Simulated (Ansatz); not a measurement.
# La3In: stress in a strained cell

La3In is deformed so: equal xy, yz and zx engineering shear strains of -2 %. What stress and forces result, by LAPW, PAW and all-electron datasets made for the crystal?

Program: Ansatz 0.2.0. Level of theory: DFT PBEsol, scalar-relativistic. These are calculated values, not measurements.

**1. Starting point**

It takes space group Pm-3m (No. 221, cubic). Conventional cell: a = 5.085 Å, b = 5.085 Å, c = 5.085 Å, α = 90.00°, β = 90.00°, γ = 90.00°. Around La (site symmetry 4/mmm) lie 8 La at 3.60 Å and 4 In at 3.60 Å. Around In (site symmetry m-3m) lie 12 La at 3.60 Å.

Coordinates:

```xyz
4
Lattice="5.0854 0.0000 0.0000 0.0000 5.0854 0.0000 0.0000 0.0000 5.0854" Properties=species:S:1:pos:R:3 pbc="T T T"
La    0.0000    2.5427    2.5427
La    2.5427    0.0000    2.5427
La    2.5427    2.5427    0.0000
In    0.0000    0.0000    0.0000
```

Atoms are numbered in the order of the input: La1, La2, La3, In4.

**2. The deformed structure**

Space group Pm-3m before, R-3m after.

**3. All-electron LAPW**

input.yaml

```yaml
crystal:
  lattice:
    - [5.0854, -0.050854, -0.050854]
    - [-0.050854, 5.0854, -0.050854]
    - [-0.050854, -0.050854, 5.0854]
  atoms:
    - { symbol: La, position: [0.0, 0.5, 0.5] }
    - { symbol: La, position: [0.5, 0.0, 0.5] }
    - { symbol: La, position: [0.5, 0.5, 0.0] }
    - { symbol: In, position: [0.0, 0.0, 0.0] }
kpoints:
  mp_grid: { grid: [7, 7, 7] }
  band_path:
    path:
      - [0.0, 0.0, 0.0]
      - [0.5, 0.0, 0.0]
      - [0.5, -0.5, 0.5]
      - [0.4804921086, -0.5195078914, 0.4804921086]
      - [0.4804921086, 0.4804921086, 0.4804921086]
      - [0.0, 0.0, 0.0]
      - [0.5, -0.5, 0.0]
    npoints: 5
scf:
  occupations: { method: fermi_dirac, width: 0.05 }
hamiltonian:
  xc: pbesol
  pseudopotentials: { kind: all_electron, lapw: { basis_error: 0.001 } }
output:
  forces: true
  stress: true
  eigenvalues: true
```

Launch:

```
$ ansatz run input.yaml --threads 1 --pin off --max-ram 4096MiB --backend cpu --events-out ev --progress --plain --runs-dir out
```

**4. PAW on the default files**

input.yaml

```yaml
crystal:
  lattice:
    - [5.0854, -0.050854, -0.050854]
    - [-0.050854, 5.0854, -0.050854]
    - [-0.050854, -0.050854, 5.0854]
  atoms:
    - { symbol: La, position: [0.0, 0.5, 0.5] }
    - { symbol: La, position: [0.5, 0.0, 0.5] }
    - { symbol: La, position: [0.5, 0.5, 0.0] }
    - { symbol: In, position: [0.0, 0.0, 0.0] }
kpoints:
  mp_grid: { grid: [7, 7, 7] }
scf:
  occupations: { method: fermi_dirac, width: 0.05 }
hamiltonian:
  xc: pbesol
  pseudopotentials: { kind: paw }
output:
  forces: true
  stress: true
  eigenvalues: true
  efg: { contact_densities: true }
```

**5. All-electron PAW on datasets made for the crystal**

Edit input.yaml of step 4 so:

```diff
@@ -16,3 +16,3 @@
   xc: pbesol
-  pseudopotentials: { kind: paw }
+  pseudopotentials: { kind: all_electron, datasets: crystal }
 output:
```

(Steps that only read results are left out.)

**Question.** What will these runs give? Wanted: pressure; largest shear or deviatoric stress.

The runs gave:

```
                                 quantity                                              value
                                 pressure  LAPW -2.59, PAW -2.62, crystal datasets -2.60 GPa
largest shear or deviatoric stress (LAPW)                                           0.41 GPa
```

In words: The largest part of the stress beyond the pressure is 0.41 GPa in size; the atoms are carried along and not relaxed. No run of the undeformed cell stands beside it, so pressure and stress hold what the given cell had before the change, as far as its symmetry allows. PAW: stress within 0.03 GPa of LAPW. Crystal datasets: stress within 0.01 GPa of LAPW. Spin-orbit coupling is left out, though the cell holds La; in elements this heavy it can shift bands and gaps by tenths of an eV.
